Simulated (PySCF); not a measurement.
# CH7GePS: the cost of one run

Programs: PySCF 2.14.0, with density-fitted response routines of our own. Each step states its level of theory. These are calculated values for one molecule in the gas phase, unless marked as measured. Atoms count from 0, in the outputs and in this text.

**1. The starting structure**

11 atoms, charge 0, multiplicity 1; geometry from: GFN2-xTB. The atoms were then displaced at random by about 0.01 Å, so the start is not that level's minimum.

Bonds of the start (Å): C0–S1 1.81, S1–Ge2 2.21, Ge2–P3 2.36, C0–H4 1.10, C0–H5 1.06, C0–H6 1.10, Ge2–H7 1.51, Ge2–H8 1.50, P3–H9 1.36, P3–H10 1.39.

**2. Geometry optimisation at PBE0-D3(BJ)/def2-SVP**

Job settings and geometry (Å):

```
{"job": {"xc": "PBE0", "basis": "def2-SVP", "d3": "d3bj", "grid": 1, "shake": 0.01, "kind": "geom"}, "charge": 0, "multiplicity": 1}
C     -2.249170    -0.071870     0.059960
S     -0.834390     0.847220     0.716920
Ge     0.787430    -0.358560    -0.188920
P      2.904190     0.392950     0.526520
H     -2.227100    -0.078040    -1.039440
H     -2.297540    -1.049040     0.458050
H     -3.135920     0.504140     0.379370
H      0.581690    -1.807120     0.203240
H      0.567450    -0.371780    -1.675450
H      3.424840     0.252510    -0.726250
H      2.516620     1.713760     0.310260
```

Command:

```
$ OMP_NUM_THREADS=1 python probes_run.py task.json out
```

One launch serves the whole session: the jobs run in the order shown.

**Question.** How long does this first job take on 1 thread of Arm Neoverse N1, shared host, and how much memory does it need?

About 2.4 min, with a peak of 0.49 GiB.
